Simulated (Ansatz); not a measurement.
# Sc7CBr12: the cost of one run

Computed with Ansatz 0.2.0 (DFT, PBE, plane-wave PAW, default files, scalar-relativistic, as far as a step names no other, unless a step's input says otherwise).

### Step 1. The system as given

It takes space group R3 (No. 146, trigonal). Conventional cell: a = 13.772 Å, b = 13.772 Å, c = 9.271 Å, α = 90.00°, β = 90.00°, γ = 120.00°. Sc (site symmetry 3) has 6 Br at 2.66 to 2.77 Å as nearest neighbours. Around Sc (site symmetry 1) lie 1 C at 2.27 Å and 5 Br at 2.67 to 3.07 Å. Around Sc (site symmetry 1) lie 1 C at 2.30 Å and 4 Br at 2.71 to 2.75 Å. Around C (site symmetry 3) lie 6 Sc at 2.27 to 2.30 Å. Br (site symmetry 1) has 2 Sc at 2.67 to 2.75 Å as nearest neighbours. Around Br (site symmetry 1) lie 3 Sc at 2.73 to 2.77 Å. Br (site symmetry 1) is surrounded by 3 Sc at 2.70 to 3.07 Å. Around Br (site symmetry 1) lie 3 Sc at 2.66 to 2.75 Å.

Structure file:

```
CELL_PARAMETERS angstrom
6.88614 3.97571 3.09046
-6.88614 3.97571 3.09046
0.00000 -7.95143 3.09046
ATOMIC_POSITIONS crystal
Sc 0.47926 0.47926 0.47926
Sc 0.97697 0.71053 0.90923
Sc 0.71053 0.90923 0.97697
Sc 0.90923 0.97697 0.71053
Sc 0.29674 0.10470 0.03870
Sc 0.10470 0.03870 0.29674
Sc 0.03870 0.29674 0.10470
C 0.99900 0.99900 0.99900
Br 0.07813 0.69312 0.22926
Br 0.69312 0.22926 0.07813
Br 0.22926 0.07813 0.69312
Br 0.84295 0.61833 0.54392
Br 0.61833 0.54392 0.84295
Br 0.54392 0.84295 0.61833
Br 0.31354 0.78006 0.92514
Br 0.78006 0.92514 0.31354
Br 0.92514 0.31354 0.78006
Br 0.46828 0.14794 0.38845
Br 0.14794 0.38845 0.46828
Br 0.38845 0.46828 0.14794
```

### Step 2. Gradients at the starting positions

File input.yaml:

```yaml
crystal:
  lattice:
    - [6.8861383751, 3.9757138445, 3.090464086]
    - [-6.8861383751, 3.9757138445, 3.090464086]
    - [0.0, -7.951427689, 3.090464086]
  atoms:
    - { symbol: Sc, position: [0.47926239, 0.47926239, 0.47926239] }
    - { symbol: Sc, position: [0.9769673, 0.71053164, 0.90922873] }
    - { symbol: Sc, position: [0.71053164, 0.90922873, 0.9769673] }
    - { symbol: Sc, position: [0.90922873, 0.9769673, 0.71053164] }
    - { symbol: Sc, position: [0.29673658, 0.10470212, 0.03870139] }
    - { symbol: Sc, position: [0.10470212, 0.03870139, 0.29673658] }
    - { symbol: Sc, position: [0.03870139, 0.29673658, 0.10470212] }
    - { symbol: C, position: [0.99900449, 0.99900449, 0.99900449] }
    - { symbol: Br, position: [0.07813214, 0.69311516, 0.22926022] }
    - { symbol: Br, position: [0.69311516, 0.22926022, 0.07813214] }
    - { symbol: Br, position: [0.22926022, 0.07813214, 0.69311516] }
    - { symbol: Br, position: [0.84295245, 0.61833162, 0.5439229] }
    - { symbol: Br, position: [0.61833162, 0.5439229, 0.84295245] }
    - { symbol: Br, position: [0.5439229, 0.84295245, 0.61833162] }
    - { symbol: Br, position: [0.31354121, 0.78005511, 0.92514085] }
    - { symbol: Br, position: [0.78005511, 0.92514085, 0.31354121] }
    - { symbol: Br, position: [0.92514085, 0.31354121, 0.78005511] }
    - { symbol: Br, position: [0.46828482, 0.1479419, 0.38845095] }
    - { symbol: Br, position: [0.1479419, 0.38845095, 0.46828482] }
    - { symbol: Br, position: [0.38845095, 0.46828482, 0.1479419] }
kpoints:
  mp_grid: { grid: [4, 4, 4] }
scf:
  occupations: { method: fermi_dirac, width: 0.05 }
hamiltonian:
  xc: pbe
  pseudopotentials: { kind: paw }
output:
  forces: true
  stress: true
  populations: true
  efg:
    quadrupole_moments_barn: { Sc: -0.22, Br: 0.2579 }
    contact_densities: true
  write_density: true
  write_potential: true
  elf: true
  volumetric_format: npy
```

Command:

```console
> ansatz run input.yaml --threads 1 --pin off --max-ram 2560MiB --backend cpu --events-out ev --progress --plain --runs-dir out
```

Q: Estimate wall time and peak memory on 1 thread of Arm Neoverse V2, shared host.

About 2.1 min, with a peak of 0.96 GiB.
